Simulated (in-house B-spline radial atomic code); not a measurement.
**Si⁷⁺: ionisation energy by several methods**

Aim: the ionisation energy of Si⁷⁺ by several methods, each as the difference of two self-consistent energies (Si⁷⁺ and the next ion, [He] 2s2 2p2).

Method: Dirac-Coulomb, several functionals; spherical all-electron atom at the radial basis limit. Code: in-house B-spline radial atomic code version 1.

## (1) The atom as given

| Quantity | Value |
| --- | --- |
| element | silicon (Z = 14) |
| charge | +7 |
| electrons | 7 |
| configuration | [He] 2s2 2p3 |
| nucleus | Fermi, rms radius 3.122 fm |

Outer shells as boxes (Hund's rule):

[He] 2s2 2p3
```
[He] core
2s [↑↓]
2p [↑ ][↑ ][↑ ]
```

The boxes only draw the filling; these runs are spin-restricted and spherical.

## (2) PBE, a GGA

Settings of the run:

```ini
Z = 14
electrons = 7.0
configuration = [He] 2s2 2p3
hamiltonian = dirac
method = pbe,pbe
spin_polarised = False
nucleus = fermi
rms_radius = 3.1224
mass_number = 28
atomic_mass = 27.97692653442
speed_of_light = 137.035999084
```

## (3) RPBE, a GGA

Changes to the settings of step 2:

```diff
@@ -4,3 +4,3 @@
 hamiltonian = dirac
-method = pbe,pbe
+method = rpbe,pbe
 spin_polarised = False
```

## (4) BLYP, a GGA

Changes to the settings of step 3:

```diff
@@ -4,3 +4,3 @@
 hamiltonian = dirac
-method = rpbe,pbe
+method = b88,lyp
 spin_polarised = False
```

## (5) LDA (VWN5)

Changes to the settings of step 4:

```diff
@@ -4,3 +4,3 @@
 hamiltonian = dirac
-method = b88,lyp
+method = lda,vwn
 spin_polarised = False
```

## (6) PBEsol, a GGA

Changes to the settings of step 5:

```diff
@@ -4,3 +4,3 @@
 hamiltonian = dirac
-method = lda,vwn
+method = pbesol
 spin_polarised = False
```

## (7) OLYP, a GGA

Changes to the settings of step 6:

```diff
@@ -4,3 +4,3 @@
 hamiltonian = dirac
-method = pbesol
+method = optx,lyp
 spin_polarised = False
```

Q: The tabulated ionisation energy is 303.59 ± 0.05 eV (semi-empirical; NIST Atomic Spectra Database). What does each method give, and which comes nearest?

**Answer**, as computed:

| method | rung | total energy (hartree) | ΔSCF (eV) | with Breit, QED, recoil (eV) | −ε highest (eV) | corrected ΔSCF less tabulated (eV) |
| --- | --- | --- | --- | --- | --- | --- |
| LDA (VWN5) | LDA | -261.8909 | 299.24 | 299.17 | 275.28 (2p3/2) | -4.42 |
| PBE | GGA | -262.9093 | 299.35 | 299.28 | 275.37 (2p3/2) | -4.31 |
| RPBE | GGA | -263.0466 | 299.23 | 299.16 | 275.28 (2p3/2) | -4.43 |
| BLYP | GGA | -263.0564 | 299.58 | 299.51 | 275.56 (2p3/2) | -4.08 |
| PBEsol | GGA | -262.4181 | 298.98 | 298.92 | 275.04 (2p3/2) | -4.67 |
| OLYP | GGA | -263.0185 | 299.67 | 299.60 | 275.81 (2p3/2) | -3.99 |

What this shows: The tabulated ionisation energy is 303.59 ± 0.05 eV (semi-empirical; NIST Atomic Spectra Database). OLYP comes nearest (-3.99 eV) and PBEsol is farthest (-4.67 eV, 1.5 %). All methods miss on the same side by much the same amount, which points to something that they share. PBE is off by -4.31 eV. Open shells are averaged (over orientations, and over spins where the run is restricted), while tables refer to the lowest levels. For the semilocal functionals minus the highest level recovers only 92 % of their own ΔSCF value, a mark of self-interaction.
